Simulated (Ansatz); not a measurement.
**BHLYP/def2-SVP run of BGeH4Cl (SMILES Cl[BH][GeH3])**

Aim: the electronic atomisation energy of BGeH4Cl at BHLYP/def2-SVP, from 5 runs. 

Program for the calculation: Ansatz 0.2.0.

59 further runs of the same task are left out: 59 set aside as unsound or not needed. Runs told in other sessions of the task aren't counted.

## (1) The structure to begin with

BGeH4Cl has 7 atoms, charge 0, and is taken as a singlet. As SMILES, `Cl[BH][GeH3]`. Geometry: relaxed at PBE0-D4/def2-TZVP.

Bond lengths: Cl1–B2 1.738 Å, B2–Ge3 2.066 Å, B2–H4 1.193 Å, Ge3–H5 1.539 Å, Ge3–H6 1.539 Å, Ge3–H7 1.537 Å. Angles: Cl1–B2–Ge3 119.4°, Cl1–B2–H4 116.1°, Ge3–B2–H4 124.5°, B2–Ge3–H5 109.7°, B2–Ge3–H6 109.9°, B2–Ge3–H7 112.6°, H5–Ge3–H6 107.5°, H5–Ge3–H7 108.4°, H6–Ge3–H7 108.5°.

## (2) A single-point energy at BHLYP/def2-SVP

job.yaml

```yaml
crystal:
  periodic: [false, false, false]
  atoms:
    - symbol: Cl
      position_ang: [-1.976000, -1.523900, 0.066800]
    - symbol: B
      position_ang: [-0.280900, -1.157900, 0.180500]
    - symbol: Ge
      position_ang: [0.359600, 0.783200, -0.117500]
    - symbol: H
      position_ang: [0.439400, -2.075400, 0.430000]
    - symbol: H
      position_ang: [-0.028000, 1.247000, -1.533300]
    - symbol: H
      position_ang: [-0.333800, 1.724000, 0.884000]
    - symbol: H
      position_ang: [1.881000, 0.935000, 0.043800]
basis:
  gaussian:
    orbitals: def2-SVP
output: {orbitals: {seedname: orbitals}}
accuracy: high
hamiltonian:
  xc: {name: BHLYP}
magnetization:
  spin_polarized: false
  initial_magnetization: 0
total_charge: 0
```

On the command line:

```console
$ ansatz run job.yaml --threads 1 --pin off --max-ram 2610MiB --events-out events.jsonl --progress --plain --runs-dir runs
```

The log of the run:

```text
Warning: RAYON_NUM_THREADS=1 ignored (pool sized by the plan → 1); use --threads N
Functional definition: BHLYP
  name "BHLYP"
  parameter a = 0.5
  exchange = (1 - a)*b88_x + a*exact_x
  correlation = lyp_c
1778 factors; integrals over basis functions are off by at most 4.7e-9 eV
mean field evaluation 1: about -69769.6023 eV, gradient 1.1e1 eV
mean field evaluation 2: about -69769.8579 eV, gradient 6.5e0 eV
mean field evaluation 4: about -69769.9013 eV, gradient 1.6e0 eV
mean field evaluation 8: about -69770.1068 eV, gradient 4.5e-2 eV
mean field evaluation 16: about -69770.1068 eV, gradient 1.7e-5 eV
mean field -69770.10683359 eV, -2564.0041342576 hartree, gradient 1.2e-8 eV, S^2 0.000000; 0 other end points of the search recorded, 0 dependent functions left out
reference -69770.10685998 eV, -2564.0041352273 hartree; 29, 29 occupied and 55, 55 virtual orbitals, 1778 factors
Total energy: -69770.10685998 eV, -2564.0041352273 hartree
```

Wall time 8.1 s (1 thread of Arm Neoverse V2, shared host); peak memory 0.28 GiB.

## (3) The B atom at the same level

job.yaml

```yaml
crystal:
  periodic: [false, false, false]
  atoms:
    - symbol: B
      position_ang: [0.000000, 0.000000, 0.000000]
basis:
  gaussian: {orbitals: def2-SVP}
magnetization: {spin_polarized: true, initial_magnetization: 1}
hamiltonian: {xc: {name: BHLYP}}
accuracy: high
```

Run the same way, it converges to -24.62385 Eh (log not shown).

## (4) The Cl atom

molecule.yaml

```yaml
crystal:
  periodic: [false, false, false]
  atoms:
    - {symbol: Cl, position_ang: [0.000000, 0.000000, 0.000000]}
basis:
  gaussian: {orbitals: def2-SVP}
magnetization: {spin_polarized: true, initial_magnetization: 1}
hamiltonian: {xc: {name: BHLYP}}
accuracy: high
```

Run the same way, it converges to -459.99739 Eh (log not shown).

## (5) The Ge atom, same level

molecule.yaml

```yaml
crystal:
  periodic: [false, false, false]
  atoms:
    - {symbol: Ge, position_ang: [0.000000, 0.000000, 0.000000]}
basis:
  gaussian: {orbitals: def2-SVP}
magnetization: {spin_polarized: true, initial_magnetization: 2}
hamiltonian: {xc: {name: BHLYP}}
accuracy: high
```

Run the same way, it converges to -2076.64298 Eh (log not shown).

## (6) The H atom

input.yaml

```yaml
crystal:
  periodic: [false, false, false]
  atoms:
    - symbol: H
      position_ang: [0.000000, 0.000000, 0.000000]
basis:
  gaussian:
    orbitals: def2-SVP
magnetization:
  spin_polarized: true
  initial_magnetization: 1
hamiltonian:
  xc: {name: BHLYP}
accuracy: high
```

On the command line:

```console
$ ansatz run input.yaml --threads 1 --pin off --max-ram 2610MiB --events-out events.jsonl --progress --plain --runs-dir runs
```

The log of the run:

```text
Warning: RAYON_NUM_THREADS=1 ignored (pool sized by the plan → 1); use --threads N
[... 5 set-up lines as earlier in the session ...]
15 factors; integrals over basis functions are off by at most 8.9e-10 eV
mean field evaluation 1: about -13.5381 eV, gradient 8.2e-1 eV
mean field evaluation 2: about -13.5467 eV, gradient 1.5e-1 eV
mean field evaluation 4: about -13.5469 eV, gradient 9.3e-5 eV
mean field evaluation 8: about -13.5469 eV, gradient 3.4e-11 eV
mean field -13.54689866 eV, -0.4978393432 hartree, gradient 1.0e-10 eV, S^2 0.750000; 0 other end points of the search recorded, 0 dependent functions left out
reference -13.54691167 eV, -0.4978398215 hartree; 1, 0 occupied and 4, 5 virtual orbitals, 15 factors
Total energy: -13.54691167 eV, -0.4978398215 hartree
```

Run time: 0.1 s. Hardware: 1 thread of Arm Neoverse V2, shared host.

## (7) What came out

Level: BHLYP/def2-SVP.

```
                     quantity           value
       molecule: total energy  -2564.00414 Eh
        molecule: HOMO energy        -9.00 eV
        molecule: LUMO energy        -1.03 eV
      molecule: HOMO–LUMO gap         7.96 eV
         B atom: total energy    -24.62385 Eh
                 B atom: ⟨S²⟩           0.753
        Cl atom: total energy   -459.99739 Eh
                Cl atom: ⟨S²⟩           0.753
        Ge atom: total energy  -2076.64298 Eh
                Ge atom: ⟨S²⟩           2.003
         H atom: total energy     -0.49784 Eh
                 H atom: ⟨S²⟩           0.750
electronic atomisation energy       20.369 eV
```

**Reading.** Taking the molecule apart into free atoms costs 20.37 eV (470 kcal/mol), before zero-point energy and without spin-orbit coupling.
